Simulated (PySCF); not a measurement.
# C9H14O2: NMR shifts at several levels of theory, part 2 of 2

PySCF 2.14.0. Atoms count from 0.

### Step 6. Shielding tensors: KT2/pcSseg-1

Job settings and geometry (Å):

```
{"job": {"kind": "nmr", "xc": "KT2", "basis": "pcSseg-1", "pop": false}, "charge": 0, "multiplicity": 1}
O      4.034080     0.317375     0.932536
C      2.808047     0.794736     1.414647
C      1.649221     0.321923     0.652063
C      0.718351    -0.039296    -0.037626
C     -0.412058    -0.519216    -0.856717
O      0.072209    -1.198775    -1.996634
C     -1.234819     0.663254    -1.378162
C     -1.944445     1.413852    -0.259929
C     -2.822228     0.483928     0.571403
C     -2.026464    -0.701960     1.106881
C     -1.313326    -1.441185    -0.018017
H      4.090291     0.547254    -0.001363
H      2.724751     0.453536     2.459156
H      2.776216     1.903035     1.448306
H      0.633005    -1.919989    -1.688679
H     -0.570640     1.324655    -1.954542
H     -1.966513     0.242438    -2.088269
H     -1.191280     1.889006     0.392643
H     -2.545718     2.232016    -0.686966
H     -3.286745     1.038399     1.402493
H     -3.651491     0.110637    -0.056248
H     -2.686066    -1.397046     1.650379
H     -1.279341    -0.345836     1.837297
H     -2.045905    -1.875921    -0.718977
H     -0.707933    -2.273020     0.379343
```

Method: GIAO KT2/pcSseg-1 NMR shielding, non-relativistic, gas phase.

The program printed:

```text
coarse grid: 20632 points
cycle   1  E = -509.7734754664  dE =  1.337e+00  |g| = 1.110e+00  |ddm| = 4.889e+00
cycle   2  E = -509.2701783313  dE =  5.033e-01  |g| = 1.918e+00  |ddm| = 3.695e+00
cycle   3  E = -510.0087434452  dE = -7.386e-01  |g| = 2.594e-01  |ddm| = 2.931e+00
cycle   4  E = -510.0205085919  dE = -1.177e-02  |g| = 1.459e-01  |ddm| = 4.791e-01
cycle   5  E = -510.0241285508  dE = -3.620e-03  |g| = 8.464e-02  |ddm| = 1.851e-01
cycle   6  E = -510.0259012120  dE = -1.773e-03  |g| = 1.767e-02  |ddm| = 9.881e-02
cycle   7  E = -510.0259714072  dE = -7.020e-05  |g| = 5.359e-03  |ddm| = 2.558e-02
cycle   8  E = -510.0259775336  dE = -6.126e-06  |g| = 1.455e-03  |ddm| = 9.044e-03
final grid: 198496 points
cycle   9  E = -510.1064848774  dE = -4.086e-04  |g| = 1.938e-02  |ddm| = 1.422e-01
cycle  10  E = -510.1063509151  dE =  1.340e-04  |g| = 2.997e-02  |ddm| = 5.234e-02
cycle  11  E = -510.1065560480  dE = -2.051e-04  |g| = 8.340e-03  |ddm| = 3.680e-02
cycle  12  E = -510.1065726066  dE = -1.656e-05  |g| = 2.204e-03  |ddm| = 8.943e-03
cycle  13  E = -510.1065737552  dE = -1.149e-06  |g| = 5.466e-04  |ddm| = 2.654e-03
cycle  14  E = -510.1065738263  dE = -7.110e-08  |g| = 1.631e-04  |ddm| = 1.097e-03
cycle  15  E = -510.1065738309  dE = -4.588e-09  |g| = 5.318e-05  |ddm| = 2.237e-04
cycle  16  E = -510.1065738315  dE = -6.094e-10  |g| = 9.411e-06  |ddm| = 9.635e-05
converged SCF energy = -510.1065738315

GIAO shielding tensors (ppm)
atom      isotropic    diamagn.    paramagn.     s11        s22        s33       span
  0 O      287.271     387.338    -100.067    236.575    287.174    338.063    101.489
  1 C      127.942     249.761    -121.819    101.432    115.320    167.073     65.641
  2 C       99.056     269.892    -170.836     20.273     29.465    247.429    227.156
  3 C       95.220     265.441    -170.221     12.512     21.693    251.454    238.942
  4 C      112.878     241.977    -129.099     94.734     99.985    143.917     49.183
  5 O      218.927     391.409    -172.481    179.140    216.412    261.230     82.090
  6 C      141.853     247.969    -106.116    131.090    138.596    155.872     24.783
  7 C      154.991     249.535     -94.545    149.136    152.755    163.081     13.945
  8 C      154.059     249.183     -95.123    149.803    154.411    157.965      8.162
  9 C      154.899     249.534     -94.636    148.507    152.672    163.517     15.010
 10 C      136.169     249.218    -113.048    121.605    131.041    155.862     34.258
 11 H       31.665      32.744      -1.079     23.641     30.472     40.883     17.242
 12 H       26.722      29.014      -2.292     21.744     27.651     30.773      9.029
 13 H       26.391      29.806      -3.415     20.750     27.537     30.886     10.136
 14 H       30.618      34.038      -3.421     23.682     27.642     40.529     16.848
 15 H       29.263      31.486      -2.223     25.762     27.876     34.150      8.388
 16 H       29.782      31.735      -1.953     26.393     28.443     34.508      8.115
 17 H       29.531      32.260      -2.729     25.926     28.773     33.893      7.967
 18 H       29.496      28.312       1.184     24.443     27.367     36.677     12.234
 19 H       29.574      28.160       1.414     25.309     27.117     36.297     10.988
 20 H       30.138      29.015       1.124     26.196     27.961     36.258     10.062
 21 H       29.530      28.288       1.242     24.495     27.403     36.693     12.198
 22 H       29.514      32.394      -2.880     25.891     28.849     33.801      7.911
 23 H       29.747      31.865      -2.118     26.592     28.540     34.108      7.516
 24 H       29.538      32.212      -2.673     26.384     28.481     33.750      7.367
```

Wall time 85 s (8 threads of Intel Xeon at 2.50GHz (Skylake/Cascade Lake), shared host).

This run: δ C3 88.0, C2 84.2, C4 70.3, C1 55.3, H12 4.62, H15 1.78 ppm (means over like atoms).

### Step 7. Shielding tensors: HF/pcSseg-1

Same as in step 6 but for these lines:

```diff
@@ -1,2 +1,2 @@
-{"job": {"kind": "nmr", "xc": "KT2", "basis": "pcSseg-1", "pop": false}, "charge": 0, "multiplicity": 1}
+{"job": {"kind": "nmr", "xc": "HF", "basis": "pcSseg-1", "pop": false}, "charge": 0, "multiplicity": 1}
 O      4.034080     0.317375     0.932536
```

Method: GIAO HF/pcSseg-1 NMR shielding, non-relativistic, gas phase.

The program printed:

```text
final grid: 198496 points
cycle   1  E = -498.3459544948  dE =  2.699e+00  |g| = 8.446e-01  |ddm| = 4.798e+00
cycle   2  E = -498.5022596461  dE = -1.563e-01  |g| = 4.383e-01  |ddm| = 1.144e+00
cycle   3  E = -498.5374810188  dE = -3.522e-02  |g| = 1.012e-01  |ddm| = 4.929e-01
cycle   4  E = -498.5403700689  dE = -2.889e-03  |g| = 2.219e-02  |ddm| = 1.708e-01
cycle   5  E = -498.5404932125  dE = -1.231e-04  |g| = 7.434e-03  |ddm| = 3.132e-02
cycle   6  E = -498.5405070066  dE = -1.379e-05  |g| = 2.453e-03  |ddm| = 9.426e-03
cycle   7  E = -498.5405089707  dE = -1.964e-06  |g| = 7.834e-04  |ddm| = 3.818e-03
cycle   8  E = -498.5405092660  dE = -2.953e-07  |g| = 2.656e-04  |ddm| = 1.615e-03
cycle   9  E = -498.5405093429  dE = -7.684e-08  |g| = 1.267e-04  |ddm| = 7.797e-04
cycle  10  E = -498.5405093631  dE = -2.017e-08  |g| = 7.013e-05  |ddm| = 3.119e-04
cycle  11  E = -498.5405093710  dE = -7.915e-09  |g| = 2.768e-05  |ddm| = 2.379e-04
cycle  12  E = -498.5405093722  dE = -1.216e-09  |g| = 7.565e-06  |ddm| = 1.115e-04
cycle  13  E = -498.5405093722  dE = -5.002e-11  |g| = 2.340e-06  |ddm| = 2.261e-05
converged SCF energy = -498.5405093722

GIAO shielding tensors (ppm)
atom      isotropic    diamagn.    paramagn.     s11        s22        s33       span
  0 O      312.927     388.287     -75.361    261.330    312.193    365.258    103.927
  1 C      145.303     240.809     -95.506    123.117    132.320    180.473     57.355
  2 C      101.773     270.875    -169.102     15.902     25.667    263.750    247.848
  3 C       96.178     268.835    -172.657      6.256     13.419    268.858    262.602
  4 C      133.153     233.612    -100.458    116.983    120.833    161.644     44.661
  5 O      258.218     393.601    -135.383    218.881    252.183    303.591     84.710
  6 C      154.504     243.849     -89.346    145.340    151.214    166.957     21.616
  7 C      168.925     244.779     -75.854    163.588    168.943    174.244     10.656
  8 C      166.734     243.836     -77.103    164.654    166.027    169.519      4.865
  9 C      168.879     244.719     -75.840    163.182    168.840    174.616     11.434
 10 C      150.846     244.711     -93.865    139.284    146.173    167.081     27.797
 11 H       31.129      31.893      -0.764     22.091     28.980     42.316     20.225
 12 H       27.731      28.639      -0.908     22.391     28.121     32.680     10.289
 13 H       27.707      29.140      -1.433     22.074     28.338     32.708     10.634
 14 H       30.726      33.638      -2.912     22.392     27.205     42.580     20.187
 15 H       29.952      30.783      -0.831     25.699     28.327     35.830     10.131
 16 H       30.407      32.036      -1.629     26.451     28.695     36.074      9.623
 17 H       30.423      30.705      -0.282     26.342     29.476     35.453      9.111
 18 H       30.356      29.317       1.039     24.846     27.656     38.566     13.720
 19 H       30.354      28.553       1.801     25.402     27.472     38.187     12.786
 20 H       30.801      29.344       1.457     26.671     28.100     37.633     10.962
 21 H       30.383      29.275       1.108     24.895     27.688     38.566     13.671
 22 H       30.392      30.770      -0.378     26.288     29.504     35.383      9.095
 23 H       30.396      32.000      -1.604     26.654     28.693     35.841      9.187
 24 H       30.287      31.373      -1.085     26.292     28.892     35.678      9.385
```

It took 51 s on 8 threads of Intel Xeon at 2.50GHz (Skylake/Cascade Lake), shared host.

This run: δ C3 94.7, C2 89.1, C4 57.7, C1 45.5, H12 3.97, H15 1.57 ppm (means over like atoms).

### Step 8. Comparing the runs: NMR shifts

Shifts (ppm) of some atoms, chosen among heavy atoms and hydrogens apart, means over like atoms, with basis size and wall time:

```
             run    C3    C4    C1   H12    H11     O5    O0  functions     time
   PBE0/pcSseg-1  95.3  67.7  53.3  4.37  -0.19   99.5  34.2        257  1.9 min
    PBE/pcSseg-1  94.2  71.3  56.4  4.62  -0.54  112.1  43.3        257     87 s
wB97X-D/pcSseg-1  95.5  67.7  52.8  4.27  -0.10   94.4  31.0        257  2.6 min
    KT2/pcSseg-1  88.0  70.3  55.3  4.62  -0.49  111.7  43.4        257     85 s
     HF/pcSseg-1  94.7  57.7  45.5  3.97   0.56   75.1  20.4        257     51 s
```

### Step 9. Summary of results

The summary covers parts 1 to 2.

```
                                                               quantity                                                      value
                                                            point group                                                         C1
                                   rotational constants (main isotopes)                                       1.74, 0.60, 0.55 GHz
13C shifts against TMS (PBE0/pcSseg-1, means over atoms taken as alike)               95.3, 90.1, 67.7, 53.3, 42.6, 27.3, 25.8 ppm
 1H shifts against TMS (PBE0/pcSseg-1, means over atoms taken as alike)  4.37, 1.71, 1.51, 1.48, 1.48, 1.34, 0.98, 0.60, -0.19 ppm
                                 17O shifts against H2O (PBE0/pcSseg-1)                                             99.5, 34.2 ppm
                                               range of the shift of O5                                          75.1 to 112.1 ppm
```

Single values in the summary come from the first sound run of each kind (PBE0/pcSseg-1), which need not be the best level. Relaxing lowered the energy by 0.066 eV in 6 steps; the close pair that moved most is C2–C3, from 1.200 to 1.214 Å. The most deshielded hydrogen is H12, H13 (mean) (hydrogen on a propargylic sp3 CH2 bonded to O), at 4.37 ppm: its carbon carries O, hence the downfield position. At PBE0/pcSseg-1: Shielding is most anisotropic at C3 (span 257 ppm, paramagnetic term -177 ppm). Across the 5 runs the shift of O5 moves most, between 75.1 (HF/pcSseg-1) and 112.1 ppm (PBE/pcSseg-1).
